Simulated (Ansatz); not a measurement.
**GeC (singlet): wave-function methods side by side at distance Ge1–C2 = 3.470 Å, cc-pVDZ**

The task here is to estimate one member of a computed series from the others.

Program: Ansatz 0.2.0, Gaussian basis. Level of theory: cc-pVDZ, core rule «outside noble gas», up to 15 orbitals frozen. These are calculated values, not measurements.

To be run: CCSD(T) on UHF; BCCD(T) on RHF; CISD; CCSDT(Q) on RHF; CCSDT(Q) on UHF; CCSDTQ on RHF; CASSCF and MRCISD+Q, 2 electrons in 2 orbitals; CASSCF and NEVPT2, 2 electrons in 2 orbitals; CASSCF and MRCISD+Q, 8 electrons in 8 orbitals; CASSCF and NEVPT2, 8 electrons in 8 orbitals; Full CI.

9 further runs of the same task are left out: 2 for a known fault of the program, 7 that didn't finish.

### The geometry

The geometry derives from a PBE0/def2-TZVP stationary point (not a proven minimum). One bond is set to the value named and the two fragments are kept rigid. No spin-orbit coupling is included. The filled d shell of Ge may be among the frozen orbitals whatever the setting's name suggests; the logs give the count.

2 atoms, charge 0, spin multiplicity 1.

Atoms are counted from 1 here; the program's logs count them from 0.

No contacts short enough for the rule that draws bonds.

Coordinates:

```
Ge    0.0000    0.0000    0.0000
C     0.0000    0.0000    3.4700
```

Set-up of the first run:

Input file in.yaml:

```yaml
crystal:
  periodic: [false, false, false]
  atoms:
    - {symbol: Ge, position_ang: [0.000000, 0.000000, 0.000000]}
    - {symbol: C, position_ang: [0.000000, 0.000000, 3.470000]}
basis:
  gaussian: {orbitals: cc-pVDZ}
magnetization: {spin_polarized: true, initial_magnetization: 0}
correlation: {method: ccsd_t, electrons: outside_noble_gas}
output: {forces: true}
```

Launch:

```sh
> ansatz run in.yaml --threads 1 --pin off --events-out ev --progress --plain --max-ram 4096MiB --backend cpu
```

Steps of the session up to this table: CCSD(T) on UHF; BCCD(T) on RHF; CISD; CCSDT(Q) on RHF; CCSDT(Q) on UHF; CCSDTQ on RHF; CASSCF and MRCISD+Q, 2 electrons in 2 orbitals; CASSCF and NEVPT2, 2 electrons in 2 orbitals; CASSCF and MRCISD+Q, 8 electrons in 8 orbitals; CASSCF and NEVPT2, 8 electrons in 8 orbitals; Full CI.

One table of the session follows, with a row left open; its other results are not shown here.

```
          method  from FCI (kJ/mol)
             UHF             +355.5
            UMP2             +110.9
           UCCSD              +13.2
        UCCSD(T)                  ?
         BCCD(T)              -46.2
          UCCSDT               +5.2
       UCCSDT(Q)               +3.9
     CASSCF pair             +619.3
     NEVPT2 pair             +216.0
     MRCISD pair             +124.5
   MRCISD+Q pair              -18.5
  CASSCF valence             +287.5
  NEVPT2 valence              +71.6
  MRCISD valence              +15.8
MRCISD+Q valence               -2.6
             FCI                  0
```

Estimate the missing values for UCCSD(T).

The run gave: from FCI (kJ/mol): +8.3. In the column «from FCI (kJ/mol)» it lies between UCCSDT (+5.2) and UCCSD (+13.2).

Some runs used a GPU and others CPU threads alone; cost is compared among the CPU runs only.

Among the levels timed on like hardware, those that no quicker one beats, quickest first: NEVPT2 valence (7 s, +71.6 kJ/mol); MRCISD+Q valence (8 s, -2.6 kJ/mol).

Limits of these values: The determinant is far from a pure spin state, so its energy mixes those of several spin states (harmless only where they are near-degenerate, as at dissociation). The report flags that the cluster equations may have other roots. The yardstick is full CI for this spin, exact in this basis with these frozen cores. The program flags BCCD(T), UCCSDT(Q) as in doubt, so those rows may rest on another solution; read them beside their warnings. BCCD(T), MRCISD+Q pair, MRCISD+Q valence fall below full CI, which methods that aren't variational can do. Of the multireference levels listed MRCISD+Q valence comes nearest in total energy (-2.6 kJ/mol), which doesn't show that its space is the better one. Warnings in the runs' records: large difference, other amplitudes, other roots.
